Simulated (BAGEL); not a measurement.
# BSiH2F2 (SMILES FB(F)[SiH2]): UHF/STO-3G (density fitting with qzvpp-jkfit)

Aim: the vertical electron affinity of BSiH2F2 at UHF/STO-3G (density fitting with qzvpp-jkfit), from 2 runs. 

Program for the calculation: BAGEL 1.2.2.

2 further runs of the same task are left out: 2 that didn't finish.

**1. The molecule**

BSiH2F2: 6 atoms, total charge 0, spin state doublet. As SMILES, `FB(F)[SiH2]`. The coordinates come from a GFN2-xTB relaxation.

Bond lengths: F1–B2 1.338 Å, B2–F3 1.338 Å, B2–Si4 1.901 Å, Si4–H5 1.459 Å, Si4–H6 1.459 Å. Angles: F1–B2–F3 112.7°, F1–B2–Si4 123.7°, F3–B2–Si4 123.6°, B2–Si4–H5 125.0°, B2–Si4–H6 125.1°, H5–Si4–H6 109.9°.

**2. A single-point energy at UHF/STO-3G (density fitting with qzvpp-jkfit)**

The input, job.json:

```json
{ "bagel": [

{
  "title": "molecule",
  "basis": "sto-3g",
  "df_basis": "qzvpp-jkfit",
  "angstrom": true,
  "geometry": [
    { "atom": "F", "xyz": [       1.138830,      -0.662010,       1.575080 ] },
    { "atom": "B", "xyz": [       0.528980,      -0.732460,       0.385910 ] },
    { "atom": "F", "xyz": [       0.712660,      -1.911280,      -0.220160 ] },
    { "atom": "Si", "xyz": [      -0.490810,       0.686850,      -0.361790 ] },
    { "atom": "H", "xyz": [      -1.171950,       0.637840,      -1.650550 ] },
    { "atom": "H", "xyz": [      -0.717730,       1.981070,       0.271500 ] }
  ]
},

{ "title": "uhf", "nopen": 1 },

{ "title": "print", "file": "orbitals.molden", "orbitals": true }

]}
```

Run with:

```
BAGEL_NUM_THREADS=1 BAGEL job.json > job.out
```

Output:

```text
* using 1 threads per process

  ===============================================================
  ===============================================================

  *** Geometry ***

  { "atom" : "F", "xyz" : [      2.152077,     -1.251018,      2.976470 ] },
  { "atom" : "B", "xyz" : [      0.999627,     -1.384149,      0.729264 ] },
  { "atom" : "F", "xyz" : [      1.346732,     -3.611796,     -0.416042 ] },
  { "atom" : "Si", "xyz" : [     -0.927496,      1.297958,     -0.683684 ] },
  { "atom" : "H", "xyz" : [     -2.214665,      1.205343,     -3.119087 ] },
  { "atom" : "H", "xyz" : [     -1.356313,      3.743680,      0.513061 ] },

  Number of auxiliary basis functions:      393

  Since a DF basis is specified, we compute 2- and 3-index integrals:
    o Being stored without compression. Storage requirement is 0.002 GB

  Number of basis functions:       26
  Number of electrons      :       39

    * METHOD: MOLECULE                             0.08

  *** Open-shell HF ***

  === Nuclear Repulsion ===
   137.9857602518

      * DIIS with orbital gradients will be used.

  === UHF iteration (sto-3g) ===
      0       -507.16477782          0.04072431           0.02
      1       -507.25740568          0.01046215           0.02
      2       -507.26421241          0.00306600           0.02
      3       -507.26513154          0.00087412           0.02
      4       -507.26554419          0.00027860           0.02
      5       -507.26564588          0.00005443           0.02
      6       -507.26565419          0.00001879           0.02
      7       -507.26565608          0.00000362           0.02
      8       -507.26565628          0.00000096           0.02
      9       -507.26565632          0.00000034           0.02
     10       -507.26565632          0.00000015           0.02
     11       -507.26565633          0.00000005           0.02
     12       -507.26565633          0.00000002           0.02
     13       -507.26565633          0.00000001           0.02
    * SCF iteration converged.

    * S^2 (UHF) is 0.7638

    * Permanent dipole moment:
           (    0.170510,    -0.241486,     0.126525) a.u.

    * METHOD: UHF                                  0.29

    * METHOD: PRINT                                0.00

  ===============================================================
```

Wall time 0.5 s (1 thread of Arm Neoverse V2, shared host).

**3. The singlet anion**

The input, calc.json:

```json
{ "bagel": [

{
  "title": "molecule",
  "basis": "sto-3g",
  "df_basis": "qzvpp-jkfit",
  "angstrom": true,
  "geometry": [
    { "atom": "F", "xyz": [    1.138830,   -0.662010,    1.575080 ] },
    { "atom": "B", "xyz": [    0.528980,   -0.732460,    0.385910 ] },
    { "atom": "F", "xyz": [    0.712660,   -1.911280,   -0.220160 ] },
    { "atom": "Si", "xyz": [   -0.490810,    0.686850,   -0.361790 ] },
    { "atom": "H", "xyz": [   -1.171950,    0.637840,   -1.650550 ] },
    { "atom": "H", "xyz": [   -0.717730,    1.981070,    0.271500 ] }
  ]
},
{ "title": "hf", "charge": -1 },
{ "title": "print", "file": "orbitals.molden", "orbitals": true }

]}
```

Run with:

```
BAGEL_NUM_THREADS=1 BAGEL calc.json > calc.out
```

Output:

```text
* using 1 threads per process

  ===============================================================
  ===============================================================

  *** Geometry ***

  { "atom" : "F", "xyz" : [      2.152077,     -1.251018,      2.976470 ] },
  { "atom" : "B", "xyz" : [      0.999627,     -1.384149,      0.729264 ] },
  { "atom" : "F", "xyz" : [      1.346732,     -3.611796,     -0.416042 ] },
  { "atom" : "Si", "xyz" : [     -0.927496,      1.297958,     -0.683684 ] },
  { "atom" : "H", "xyz" : [     -2.214665,      1.205343,     -3.119087 ] },
  { "atom" : "H", "xyz" : [     -1.356313,      3.743680,      0.513061 ] },

  Number of auxiliary basis functions:      393

  Since a DF basis is specified, we compute 2- and 3-index integrals:
    o Being stored without compression. Storage requirement is 0.002 GB

  Number of basis functions:       26
  Number of electrons      :       39

    * METHOD: MOLECULE                             0.08

  *** RHF ***

  === Nuclear Repulsion ===
   137.9857602518

      * DIIS with orbital gradients will be used.

  === RHF iteration (sto-3g) ===
      0       -506.99944564          0.01725768           0.01
      1       -507.06198548          0.00405912           0.01
      2       -507.06605311          0.00101710           0.01
      3       -507.06639282          0.00020861           0.01
      4       -507.06640926          0.00005358           0.01
      5       -507.06641092          0.00001418           0.01
      6       -507.06641106          0.00000404           0.01
      7       -507.06641107          0.00000117           0.01
      8       -507.06641107          0.00000020           0.01
      9       -507.06641107          0.00000004           0.01
     10       -507.06641107          0.00000001           0.01
     11       -507.06641107          0.00000000           0.01
    * SCF iteration converged.

    * Permanent dipole moment:
           (   -0.581801,     0.809854,    -0.427715) a.u.

    * METHOD: HF                                   0.16

    * METHOD: PRINT                                0.00

  ===============================================================
```

Run time: 0.36 s. Hardware: 1 thread of Arm Neoverse V2, shared host.

**4. What came out**

Level: UHF/STO-3G (density fitting with qzvpp-jkfit).

| quantity | value |
| --- | --- |
| doublet BSiH2F2: total energy | -507.26566 Eh |
| doublet BSiH2F2: dipole moment | 0.82 D |
| doublet BSiH2F2: ⟨S²⟩ | 0.764 |
| singlet anion: total energy | -507.06641 Eh |
| singlet anion: HOMO energy | 4.73 eV |
| singlet anion: LUMO energy | 17.05 eV |
| singlet anion: HOMO–LUMO gap (to an unbound level, set by the basis) | 12.31 eV |
| vertical electron affinity (to the singlet anion) | -5.422 eV |

**Reading.** The anion lies 5.42 eV (523 kJ/mol) above the neutral: the electron isn't bound at this level, and such a value depends on the basis. Without diffuse functions anions come out too high. Hartree–Fock misses the correlation that binds many anions. In a minimal basis such a difference can be off by several eV, whatever the method. The HOMO (singlet anion) lies at positive energy, 4.73 eV: the electron is unbound at this level or held by a compact basis; values depend on the basis.
